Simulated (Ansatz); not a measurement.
Input of an Ansatz 0.2.0 run:

input.yaml

```yaml
crystal:
  lattice:
    - [2.96282787, 0.0, 0.0]
    - [-1.48141394, 2.5658842, 0.0]
    - [0.0, 0.0, 2.89157321]
  atoms:
    - { symbol: Rh, position: [0.0, 0.0, 0.0], spin: 0.39 }
    - { symbol: "N", position: [0.6666666667, 0.3333333333, 0.5] }
hamiltonian:
  xc: pbe
  pseudopotentials: { kind: paw }
  hubbard: { sites: [{ species: Rh, l: d, u_eff: 7.0 }] }
magnetization:
  spin_polarized: true
kpoints:
  mp_grid: { grid: [7, 7, 7] }
scf:
  occupations: { method: gaussian, width: 0.05 }
output:
  forces: true
  stress: true
  eigenvalues: true
```

Potentials or basis: Ansatz PAW.

Run with:

```bash
$ ansatz run input.yaml --threads 2 --pin off --max-ram 5632MiB --backend cpu --events-out ev --progress --plain --runs-dir out
```

(1) What does it give for the site moments?

(2) What does it give for the absolute moment?

(3) Estimate the net moment.

## Answers

(1) Rh +0.91; N -0.65 μB.

(2) 1.80 μB per cell.

(3) 0.38 μB per cell.

Caveat: the magnetic or orbital state may not be the lowest.
